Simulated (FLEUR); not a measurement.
Bi2Te3 (Tellurobismuthite):

```
CELL_PARAMETERS angstrom
2.19300 1.26613 10.16567
-2.19300 1.26613 10.16567
0.00000 -2.53226 10.16567
ATOMIC_POSITIONS crystal
Bi 0.60000 0.60000 0.60000
Bi 0.40000 0.40000 0.40000
Te 0.79050 0.79050 0.79050
Te 0.20950 0.20950 0.20950
Te 0.00000 0.00000 0.00000
```

Base run:

- Program: FLEUR MaX-R8.1 (later development tree)
- Functional: PBEsol
- Potentials or basis: all-electron
- Basis: FLAPW
- Kmax: 4.1 1/bohr
- k mesh: 7 × 7 × 7
- Occupations: fermi-dirac, width 0.05 eV
- Spin: no spin polarisation

Its results: band gap on the k mesh 0.24 eV, direct.

Q: The run is repeated on the same cell with these changes: functional from PBEsol to r2SCAN. What comes out?

A: Band gap on the k mesh 0.52 eV, direct.

r2SCAN gives the wider gap, since meta-GGAs in the generalised Kohn-Sham scheme recover part of the derivative discontinuity.

Caveats: spin-orbit coupling is left out, which as a rule narrows the gap of such compounds by several tenths of an eV; the meta-GGA is that of a development version, with a GGA for the radial functions and cores and without core tails (some runs).
